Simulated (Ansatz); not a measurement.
# GaH₂Br: taking an electron away

One table from this session's results is given with a row withheld; the runs are named, their logs left out.

Method: unrestricted cation, the program's frozen cores in correlated methods; program: Ansatz 0.2.0, Gaussian basis.

Levels to be run: UKS PBE-D4/def2-TZVPP; UKS r2SCAN-D4/def2-TZVPP; UKS PBE0-D4/def2-TZVPP; UKS B3LYP-D4/def2-TZVPP; UKS wB97X-V/def2-TZVPP; UKS wB97M-V/def2-TZVPP; UKS B2PLYP/def2-TZVPP; UHF-CCSD(T)/def2-TZVPP; UHF-MP2/def2-QZVPP; extrapolation to the limit; then −ε(HOMO) from the neutral's earlier runs with LDA (SPW92), PBE-D4, revPBE-D4, BLYP-D4, r2SCAN-D4, B97M-V, PBE0-D4, B3LYP-D4, r2SCANh-D4, r2SCAN0-D4, HSE06-D4, BHLYP-D4, CAM-B3LYP-D4, LC-ωPBE, ωB97X-V, ωB97M-V.

**The relaxed structure**

An earlier PBE0-D4 in a triple-zeta def2 set relaxation fixed the geometry.

SMILES `[GaH2][Br]`, 4 atoms, charge 0, spin multiplicity 1.

Atoms are counted from 1 here; the program's logs count them from 0.

Bond lengths: Ga1–Br2 2.294 Å, Ga1–H3 1.557 Å, Ga1–H4 1.557 Å. Angles: Br2–Ga1–H3 115.4°, Br2–Ga1–H4 115.4°, H3–Ga1–H4 129.2°.

The first run:

File in.yaml:

```yaml
crystal:
  periodic: [false, false, false]
  atoms:
    - {symbol: Ga, position_ang: [-0.204197, 0.020143, -0.098148]}
    - {symbol: Br, position_ang: [1.882961, -0.316979, 0.792631]}
    - {symbol: H, position_ang: [-1.323960, -0.909580, 0.453761]}
    - {symbol: H, position_ang: [-0.299304, 1.146116, -1.168643]}
basis:
  gaussian: {orbitals: def2-TZVPP}
total_charge: 1
magnetization: {spin_polarized: true, initial_magnetization: 1}
hamiltonian: {xc: pbe, dispersion: d4}
```

Among the steps run: Cation, UKS PBE-D4/def2-TZVPP; Cation, UKS r2SCAN-D4/def2-TZVPP; Cation, UKS PBE0-D4/def2-TZVPP; Cation, UKS B3LYP-D4/def2-TZVPP; Cation, UKS wB97X-V/def2-TZVPP; Cation, UKS wB97M-V/def2-TZVPP; Cation, UKS B2PLYP (frozen core)/def2-TZVPP; Cation, UHF-CCSD(T)/def2-TZVPP; Cation, UHF-MP2/def2-QZVPP.

One table of the session follows, with a row left open; its other results are not shown here.

It belongs to the step «Ionisation energies side by side». For comparison, −ε(HOMO) of the neutral from earlier runs:

```
  functional  −ε(HOMO) (eV)
 LDA (SPW92)           6.95
      PBE-D4           6.82
   revPBE-D4           6.78
     BLYP-D4           6.67
   r2SCAN-D4           7.14
      B97M-V           7.24
     PBE0-D4              ?
    B3LYP-D4           7.82
  r2SCANh-D4           7.59
  r2SCAN0-D4           8.28
    HSE06-D4           7.67
    BHLYP-D4           9.17
CAM-B3LYP-D4           9.38
     LC-ωPBE          10.75
     ωB97X-V          10.40
     ωB97M-V          10.25
```

Q: Estimate the row for PBE0-D4 from the others.

The run gave: −ε(HOMO) (eV): 8.07. In the column «−ε(HOMO) (eV)» it lies between B3LYP-D4 (7.82) and r2SCAN0-D4 (8.28).
